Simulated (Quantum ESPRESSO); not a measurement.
Set up this calculation in Quantum ESPRESSO 7.5, as the native input.

- Task: work function
- Functional: LDA
- Potentials or basis: GBRV 1.5 LDA
- Cutoff: 830 eV
- Density cutoff: 4150 eV
- k mesh: 8 × 8 × 1
- Occupations: methfessel-paxton, width 0.136 eV
- Spin: no spin polarisation
- Boundary across the vacuum: dipole
- Form of the LDA correlation: PZ81
- Real-space augmentation (tqr): yes
- Tefield: yes
- Dipfield: yes
- Emaxpos: 0.7814
- Eopreg: 0.0326
- Eamp: 0
- Mixing mode: local-TF
- Mixing beta: 0.3
- Most SCF iterations: 150
- SCF threshold: 3e-09 Ry

The system is ZrSnSe, a sheet with vacuum.

```
Zr Sn Se
1.0
     3.34542    0.00000    0.00000
     0.00000    3.34542    0.00000
     0.00000    0.00000   30.68785
Zr Sn Se
1 1 1
Direct
  0.00000 0.00000 0.28067
  0.50000 0.50000 0.35784
  0.50000 0.50000 0.23760
```

The cell was built by a generator and needn't be a form met in nature.

These files were run (other wordings do the same):

pw.in

```
&CONTROL
  calculation = 'scf'
  prefix = 'pwscf'
  outdir = './tmp'
  pseudo_dir = './pseudo'
  tprnfor = .true.
  disk_io = 'low'
  tefield = .true.
  dipfield = .true.
/
&SYSTEM
  ibrav = 0
  celldm(1) = 8
  nat = 3
  ntyp = 3
  ecutwfc = 61
  ecutrho = 305
  nbnd = 24
  occupations = 'smearing'
  smearing = 'mp'
  degauss = 0.00999582
  edir = 3
  emaxpos = 0.7814
  eopreg = 0.0326
  eamp = 0
/
&ELECTRONS
  conv_thr = 3d-09
  electron_maxstep = 150
  mixing_beta = 0.3
  mixing_mode = 'local-TF'
  tqr = .true.
/
ATOMIC_SPECIES
Zr    91.2240 zr_lda_v1.uspp.F.UPF
Sn   118.7100 sn_lda_v1.4.uspp.F.UPF
Se    78.9710 se_lda_v1.uspp.F.UPF
CELL_PARAMETERS alat
  0.7902409464807   0.0000000000000   0.0000000000000
  0.0000000000000   0.7902409464807   0.0000000000000
  0.0000000000000   0.0000000000000   7.2489539816996
ATOMIC_POSITIONS crystal
Zr     0.0000000000    0.0000000000    0.2806700000
Sn     0.5000000000    0.5000000000    0.3578400000
Se     0.5000000000    0.5000000000    0.2376000000
K_POINTS automatic
8 8 1 0 0 0
```

pp_density.in

```
&INPUTPP
  prefix = 'pwscf'
  outdir = './tmp'
  filplot = 'density.dat'
  plot_num = 0
/
&PLOT
  nfile = 1
  filepp(1) = 'density.dat'
  iflag = 3
  output_format = 6
  fileout = 'density.cube'
/
```

pp_potential.in

```
&INPUTPP
  prefix = 'pwscf'
  outdir = './tmp'
  filplot = 'potential.dat'
  plot_num = 11
/
&PLOT
  nfile = 1
  filepp(1) = 'potential.dat'
  iflag = 3
  output_format = 6
  fileout = 'potential.cube'
/
```

Potentials or basis: GBRV 1.5 LDA.

The run is started by

```console
$ OMP_NUM_THREADS=1 mpirun -n 2 pw.x -nk 2 -in pw.in > pw.out
$ OMP_NUM_THREADS=1 mpirun -n 1 pp.x -in pp_density.in > pp_density.out
$ OMP_NUM_THREADS=1 mpirun -n 1 pp.x -in pp_potential.in > pp_potential.out
```

It gave:

```json
{
 "Largest force": "0.570 eV/Å",
 "Band gap on the k mesh": "none (metal or under the smearing width)",
 "Dipole across the slab": "-0.11 D",
 "Work function of the upper face": "5.40 eV",
 "Work function of the lower face": "5.01 eV"
}
```

Caveat: real space augmentation costs some meV and hundredths of eV per Å.

Wall time 6.6 min on 2 MPI ranks on Intel(R) Xeon(R) Platinum 8488C (Sapphire Rapids), with other jobs on the host, peak memory 0.78 GiB a rank.
